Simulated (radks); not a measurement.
# W³⁺ in [Xe] 4f14 5d3: an all-electron calculation

What are the levels of the tungsten ion W3+, how large are its shells, and how does its energy divide?

The numbers are computed with radks (a radial shooting solver on a logarithmic mesh, Libxc functionals) version 1 (Dirac Kohn-Sham, BP86, spin-unpolarised, spherical densities, finite nucleus; open shells fill j = l - 1/2 first), except any that are marked as measured or tabulated.

## 1. What is computed

* element: tungsten (Z = 74)
* charge: +3
* electrons: 71
* configuration: [Xe] 4f14 5d3
* nuclear rms radius: 5.3658 fm

## 2. The run

The run's settings:

```text
Z 74
configuration [Xe] 4f14 5d3 6s0 6p0 5f0 6d0
relativity Dirac
functional b88,p86
spin unpolarised
j_filling energy
nucleus finite rms 5.3658 fm
c 137.035999084
```

Command:

```console
$ python run_ks.py task.json out
```

All runs below come from this command, one after another.

**Question.** What will this run give?

As calculated:

```
                        quantity                   value
                    total energy     -16163.5422 hartree
exchange-correlation share of it                  2.02 %
                            −T/E                  1.1261
          highest occupied level       5d3/2, -31.547 eV
    most extended occupied level  5d3/2, <r> = 1.73 bohr
 radius at density 0.001 e/bohr³               3.40 bohr
    maxima of the radial density                       4
         ionisation energy, NIST     38.2 (semi-emp.) eV
```

What this shows: The radial density shows 4 maxima for 5 occupied principal shells; where shells overlap, one shows as a shoulder or not at all. Relativity lifts −T/E to 1.126. The top level binds by 31.547 eV, 83 % of the NIST ionisation energy of 38.2 eV; the potential of a semilocal functional falls off too fast, so its top eigenvalue is too shallow. Spin polarisation and multiplet splitting are left out.
